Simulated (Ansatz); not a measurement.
**C2H3BO2: basis-set convergence**

An exercise on one series of results from a longer session: the logs are not shown, and one member is left open.

The runs use Ansatz 0.2.0, Gaussian basis; one geometry, several basis sets.

Levels to be run: PBE0-D4/def2-SVP; ωB97M-V/def2-SVP; PBE0-D4/def2-QZVPP; ωB97M-V/def2-QZVPP; the functionals' def2-TZVPP values are taken from earlier runs.

## The relaxed structure

The geometry comes from an earlier relaxation with PBE0-D4 in a triple-zeta def2 set; it is a stationary point, not always the lowest conformer.

SMILES `OBC#CO`, 8 atoms, charge 0, spin multiplicity 1.

Atoms are counted from 1 here; the program's logs count them from 0.

Bond lengths: O1–B2 1.357 Å, O1–H6 0.961 Å, B2–C3 1.513 Å, B2–H7 1.195 Å, C3–C4 1.210 Å, C4–O5 1.293 Å, O5–H8 0.965 Å. Angles: B2–O1–H6 112.7°, O1–B2–C3 122.4°, O1–B2–H7 116.6°, C3–B2–H7 121.1°, B2–C3–C4 178.3°, C3–C4–O5 176.1°, C4–O5–H8 110.8°.

The first run:

in.yaml

```yaml
crystal:
  periodic: [false, false, false]
  atoms:
    - {symbol: O, position_ang: [0.196204, 2.079243, -0.899880]}
    - {symbol: B, position_ang: [0.909443, 1.029200, -0.420627]}
    - {symbol: C, position_ang: [0.248754, -0.229815, 0.097711]}
    - {symbol: C, position_ang: [-0.248088, -1.249884, 0.519131]}
    - {symbol: O, position_ang: [-0.697950, -2.369152, 0.984954]}
    - {symbol: H, position_ang: [-0.752613, 1.927769, -0.869806]}
    - {symbol: H, position_ang: [2.099312, 1.144286, -0.426025]}
    - {symbol: H, position_ang: [-1.662864, -2.388548, 0.958643]}
basis:
  gaussian: {orbitals: def2-SVP}
hamiltonian: {xc: pbe0, dispersion: d4}
output: {orbitals: {seedname: orbitals}}
```

Launch:

```console
ansatz run in.yaml --threads 2 --pin off --events-out ev --progress --plain --max-ram 4352MiB
```

Steps of the session up to this table: PBE0-D4 in def2-SVP; ωB97M-V in def2-SVP; PBE0-D4 in def2-QZVPP; ωB97M-V in def2-QZVPP.

One of the session's tables, all rows but one given; the rest of the session is left out.

```
functional       basis  HOMO (eV)
   PBE0-D4    def2-SVP      -7.49
   PBE0-D4  def2-TZVPP          ?
   PBE0-D4  def2-QZVPP      -7.65
   ωB97M-V    def2-SVP      -9.66
   ωB97M-V  def2-TZVPP      -9.82
   ωB97M-V  def2-QZVPP      -9.85
```

**Question.** Estimate the row for PBE0-D4, def2-TZVPP.

As computed: HOMO (eV): -7.62. In the column «HOMO (eV)» it lies between PBE0-D4, def2-QZVPP (-7.65) and PBE0-D4, def2-SVP (-7.49).
